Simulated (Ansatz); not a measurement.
# C3H9FZr: the cost of one run

Method: the settings change from run to run; program: Ansatz 0.2.0, Gaussian basis.

## 1. The molecule

The geometry comes from an earlier relaxation with PBE0-D4 in a triple-zeta def2 set; it is a stationary point, not always the lowest conformer. Zr takes a core potential in def2 sets; no spin-orbit term is included.

SMILES `[CH3][Zr]([CH3])([CH3])[F]`, 14 atoms, charge 0, spin multiplicity 1.

Atoms are counted from 1 here; the program's logs count them from 0.

Bond lengths: C1–Zr2 2.214 Å, C1–H6 1.095 Å, C1–H7 1.097 Å, C1–H8 1.098 Å, Zr2–C3 2.214 Å, Zr2–C4 2.215 Å, Zr2–F5 1.904 Å, C3–H9 1.098 Å, C3–H10 1.095 Å, C3–H11 1.097 Å, C4–H12 1.096 Å, C4–H13 1.098 Å, C4–H14 1.097 Å. Angles: Zr2–C1–H6 113.0°, Zr2–C1–H7 110.8°, Zr2–C1–H8 110.1°, H6–C1–H7 107.7°, H6–C1–H8 107.7°, H7–C1–H8 107.4°, C1–Zr2–C3 109.0°, C1–Zr2–C4 108.1°, C1–Zr2–F5 110.7°, C3–Zr2–C4 108.1°, C3–Zr2–F5 110.6°, C4–Zr2–F5 110.3°, Zr2–C3–H9 110.1°, Zr2–C3–H10 112.9°, Zr2–C3–H11 110.9°, H9–C3–H10 107.6°, H9–C3–H11 107.4°, H10–C3–H11 107.7° and more.

## 2. wB97X/def2-TZVP

Options: atoms shaken by 0.03 Å, a point charge of 1.00 e beside it, the search for lower states set to off.

Contents of in.yaml:

```yaml
crystal:
  periodic: [false, false, false]
  atoms:
    - {symbol: C, position_ang: [-1.795375, 0.585979, 0.843246]}
    - {symbol: Zr, position_ang: [-0.140437, 0.145201, -0.559234]}
    - {symbol: C, position_ang: [1.665869, 1.247474, 0.158140]}
    - {symbol: C, position_ang: [0.316534, -1.979631, -0.582209]}
    - {symbol: F, position_ang: [-0.592490, 0.747340, -2.374625]}
    - {symbol: H, position_ang: [-2.851064, 0.872875, 0.344267]}
    - {symbol: H, position_ang: [-1.530152, 1.418255, 1.498070]}
    - {symbol: H, position_ang: [-2.010530, -0.329450, 1.441069]}
    - {symbol: H, position_ang: [2.488034, 0.598054, 0.150242]}
    - {symbol: H, position_ang: [1.902694, 2.083480, -0.495067]}
    - {symbol: H, position_ang: [1.474662, 1.642969, 1.189176]}
    - {symbol: H, position_ang: [0.739543, -2.375866, -1.472319]}
    - {symbol: H, position_ang: [0.966226, -2.164282, 0.307835]}
    - {symbol: H, position_ang: [-0.644215, -2.524831, -0.360936]}
basis:
  gaussian: {orbitals: def2-TZVP, point_charges: [{charge: 1.00, position_ang: [5.098, -0.019, 0.402]}]}
hamiltonian: {xc: {name: wB97X}}
scf: {lower_state_search: off}
output: {forces: true}
```

On the command line:

```bash
ansatz run in.yaml --threads 4 --pin off --events-out ev --progress --plain --max-ram 11315MiB
```

**Question.** How long does this run take on 4 threads of Arm Neoverse V1, shared host, and how much memory does it need?

About 12 s, with a peak of 0.67 GiB.
